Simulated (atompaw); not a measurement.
# A PAW (atompaw) potential for Pt, from input to tests

Task: generate the file, and judge it by its logarithmic derivatives, its ghosts and its cutoff.

The numbers are computed with atompaw 4.2.0.5 (LDA (PW92), scalar-relativistic, spin-unpolarised reference atom).

## 1. Starting point

Typed settings, in words:

```
element                 : platinum (Pt, Z = 78)
type                    : PAW
frozen core             : [Xe] 4f14
valence charge          : 10
reference configuration : 5d9 6s0.75 6p0 (charge +0.25)
partial waves           : 6s (bound): rc 2.20 bohr; 6s channel at 1.7 Ry: rc 2.20 bohr; 6p (bound, empty): rc 3.00 bohr; 6p channel at 1.05 Ry: rc 3.00 bohr; 5d (bound): rc 3.00 bohr; 5d channel at 4.6 Ry: rc 3.00 bohr
local potential         : troulliermartins scheme with l = 3 at -0.5 Ry, radius 2.25 bohr
core correction         : smooth core density matched at 2.75 bohr
augmentation charge     : sinc compensation charge, radius 2.30 bohr; PAW radius 3.00 bohr; waves and projectors: custom rrkj vanderbiltortho
```

## 2. Generating the potential

Input file Pt.input:

```
Pt 78
LDA-PW scalarrelativistic loggrid 2001 logderivrange -3 5 201
6 6 5 4 0 0
6 0 0.75
6 1 0
5 2 9
0 0 0
c
c
c
c
c
v
c
c
c
c
v
c
c
v
c
2
3.00 2.30 2.25 2.75
y
1.7
n
y
1.05
n
y
4.6
n
custom rrkj vanderbiltortho sinc
3 -0.5 troulliermartins
2.20
2.20
3.00
3.00
3.00
3.00
PWSCFOUT
UPFDX 0.0125d0 UPFXMIN -7.d0 UPFZMESH 78.d0
END
```

Launch:

```
$ atompaw < Pt.input > Pt.log
```

Before running it: what results should come out? Wanted: cutoffs for 10 and 1 mRy, occupied levels; bound ghosts; largest phase difference near zero energy, channels read; lowest eigenvalue of the overlap; share of valence orbitals outside the PAW sphere; UPF file.

As calculated:

| quantity | value |
| --- | --- |
| cutoffs for 10 and 1 mRy, occupied levels | 12 Ry and 18 Ry |
| bound ghosts | none found |
| largest phase difference near zero energy, channels read | 0.068 rad |
| lowest eigenvalue of the overlap (Bessel basis) | 0.415 (p) |
| share of valence orbitals outside the PAW sphere | 6s 38 %, 6p 76 %, 5d 6 % |
| UPF file | written |

What this shows: By its cutoff, 12 Ry for the looser tolerance, it is soft on the atom at that tolerance. The slowest occupied level is 5d: taken alone it needs 12 Ry to come within 1 mRy, against 8 Ry for 6s. The Bessel-basis test finds no level below the valence levels. Near zero energy the largest phase difference among the channels read is 0.07 rad, in the d channel. All of this concerns the isolated atom, not yet a solid.
